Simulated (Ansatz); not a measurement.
# C2H4BrGeN: rigid torsion scan in Python

Aim: a rigid torsion scan, for C2H4BrGeN, run from a script.

Computed with Ansatz 0.2.0, driven from Python. Level of theory: PBE/def2-SVP.

### 1 The structure

Bond lengths: N1–C2 1.157 Å, C2–C3 1.463 Å, C3–Ge4 1.945 Å, Ge4–Br5 2.328 Å, C3–H6 1.109 Å, C3–H7 1.109 Å, Ge4–H8 1.550 Å, Ge4–H9 1.550 Å. Angles: N1–C2–C3 180.0°, C2–C3–Ge4 109.6°, C2–C3–H6 109.5°, C2–C3–H7 109.4°, Ge4–C3–H6 109.4°, Ge4–C3–H7 109.4°, H6–C3–H7 109.5°, C3–Ge4–Br5 109.6°, C3–Ge4–H8 109.3°, C3–Ge4–H9 109.5°, Br5–Ge4–H8 109.4°, Br5–Ge4–H9 109.6°, H8–Ge4–H9 109.5°.

No structure file is read: the coordinates are typed or built in the script.

### 2 The code

torsion.py reads:

```python
# -*- coding: utf-8 -*-
"""Rigid torsion scan of C2H4BrGeN."""

import ansatz as az
from ase import Atoms

config = {
    "basis": "def2-SVP",
    "xc": "pbe",
    "fmax": 0.02,
}


def main():
    atoms = Atoms(["N", "C", "C", "Ge", "Br", "H", "H", "H", "H"], positions=[
        (2.4549, 1.1835, -0.0117),
        (1.6319, 0.3775, 0.0984),
        (0.5912, -0.6419, 0.2379),
        (-1.123, 0.0958, -0.3111),
        (-1.6859, 1.8805, 1.0738),
        (0.5307, -0.9669, 1.2969),
        (0.8393, -1.5131, -0.4025),
        (-2.2114, -1.0024, -0.2034),
        (-1.0277, 0.5869, -1.7782),
    ])

    # relax first, so that the scan starts from a minimum
    first = (
        az.Crystal.molecule_from_ase(atoms).calculation()
        .basis(gaussian=config["basis"])
        .functional(config["xc"])
        .relax(force_tolerance=config["fmax"], max_steps=80)
    )
    atoms.positions = first.run(threads=1, pin="off").report["positions_ang"]

    start = atoms.get_dihedral(1, 2, 3, 4)
    energies = {}
    for turn in range(0, 360, 40):
        turned = atoms.copy()
        turned.set_dihedral(1, 2, 3, 4, start + turn, indices=[3, 4, 7, 8])
        model = (
            az.Crystal.molecule_from_ase(turned).calculation()
            .basis(gaussian=config["basis"])
            .functional(config["xc"])
        )
        energies[round((start + turn) % 360)] = model.run(threads=1, pin="off").report["free_energy_ev"]
    floor = min(energies.values())
    print("dihedral C1-C2-Ge3-Br4 (deg)   E - E(min) (kJ/mol)")
    for angle, e in sorted(energies.items()):
        print(f"{angle:8d} {96.485332 * (e - floor):14.3f}  " + "#" * int(30 * (e - floor) / max(max(energies.values()) - floor, 1e-9)))


if __name__ == "__main__":
    main()
```

### 3 The input behind the calls

The package turns the script's settings into the engine's input (first run):

```yaml
crystal:
  periodic: [false, false, false]
  atoms:
    - { symbol: "N", position_ang: [2.4549, 1.1835, -0.0117] }
    - { symbol: C, position_ang: [1.6319, 0.3775, 0.0984] }
    - { symbol: C, position_ang: [0.5912, -0.6419, 0.2379] }
    - { symbol: Ge, position_ang: [-1.123, 0.0958, -0.3111] }
    - { symbol: Br, position_ang: [-1.6859, 1.8805, 1.0738] }
    - { symbol: H, position_ang: [0.5307, -0.9669, 1.2969] }
    - { symbol: H, position_ang: [0.8393, -1.5131, -0.4025] }
    - { symbol: H, position_ang: [-2.2114, -1.0024, -0.2034] }
    - { symbol: H, position_ang: [-1.0277, 0.5869, -1.7782] }
basis:
  gaussian:
    orbitals: def2-SVP
hamiltonian:
  xc: pbe
relax:
  f_tol: 0.02
  max_steps: 80
```

### 4 The run

Launch:

```console
$ python torsion.py
```

Without the output at hand: what should come out? Wanted: range of energy; lowest point, turn.

The runs gave:

| quantity | value |
| --- | --- |
| runs compared | 9 |
| range of energy | 0.120 eV |
| lowest point, turn (°) | 240 |

**Reading.** The lowest point lies at a turn of 240°, the highest 0.120 eV (11.6 kJ/mol) above it at 80°. The grid can miss the true lowest and highest points, and the rest of the molecule is held rigid. Run 0: After 9 moves the largest shift is 0.185 Å, of atom 5 (Br). The scan is rigid and the energies are electronic, in a modest basis. With rigid groups the curve can differ much from the relaxed path, the start wasn't checked as a minimum of this torsion, and equivalent turns needn't return to the same energy.
